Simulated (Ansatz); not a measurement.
BrGeH₄N, SMILES [NH2][GeH2][Br]: a rigid torsion scan, run with the Python package of Ansatz (0.2.0).

`brgeh4n_torsion.py`:
```python
"""Energy of BrGeH4N as one group turns about a bond."""

import ansatz as az
from ase import Atoms

atoms = Atoms(["N", "Ge", "Br", "H", "H", "H", "H"], positions=[
    [-1.1151, 0.0761, -0.4371],
    [0.4876, -0.0084, 0.3989],
    [0.893, -2.2303, 0.9085],
    [-1.2156, 1.1344, -0.7157],
    [-1.0832, -0.4239, -1.3585],
    [0.4698, 0.8527, 1.6993],
    [1.6247, 0.5314, -0.541],
])

# start the scan from a relaxed geometry
first = (
    az.Crystal.molecule_from_ase(atoms).calculation()
    .basis(gaussian="def2-SVP")
    .functional("HF")
    .relax(force_tolerance=0.02, max_steps=80)
)
atoms.positions = first.run().report["positions_ang"]

start = atoms.get_dihedral(2, 1, 0, 3)
energies = {}
for turn in range(0, 360, 30):
    turned = atoms.copy()
    turned.set_dihedral(2, 1, 0, 3, start + turn, indices=[0, 3, 4])
    base = (
        az.Crystal.molecule_from_ase(turned).calculation()
        .basis(gaussian="def2-SVP")
        .functional("HF")
    )
    energies[round((start + turn) % 360)] = base.run().report["free_energy_ev"]
floor = min(energies.values())
print("dihedral Br2-Ge1-N0-H3 (deg)   E - E(min) (eV)")
for angle, e in sorted(energies.items()):
    print(f"{angle:8d} {(e - floor):14.3f}  " + "#" * int(30 * (e - floor) / max(max(energies.values()) - floor, 1e-9)))
```

Where along the turn do the lowest and the highest point lie, and how far apart are they?

The lowest point is at 68° and the highest at 158°, 0.188 eV (18.1 kJ/mol) above it, with the rest of the molecule held.

The output:

```console
$ python brgeh4n_torsion.py
dihedral Br2-Ge1-N0-H3 (deg)   E - E(min) (eV)
       8          0.136  #####################
      38          0.045  #######
      68          0.000
      98          0.046  #######
     128          0.137  #####################
     158          0.188  ##############################
     188          0.173  ###########################
     218          0.136  #####################
     248          0.118  ##################
     278          0.135  #####################
     308          0.173  ###########################
     338          0.187  #############################
```

The scan is rigid and the energies are electronic, in a modest basis. With rigid groups the curve can differ much from the relaxed path, the start wasn't checked as a minimum of this torsion, and equivalent turns needn't return to the same energy. Run time: 68 s on 1 thread of Arm Neoverse V1, with other jobs on the host, peak memory 0.29 GiB.
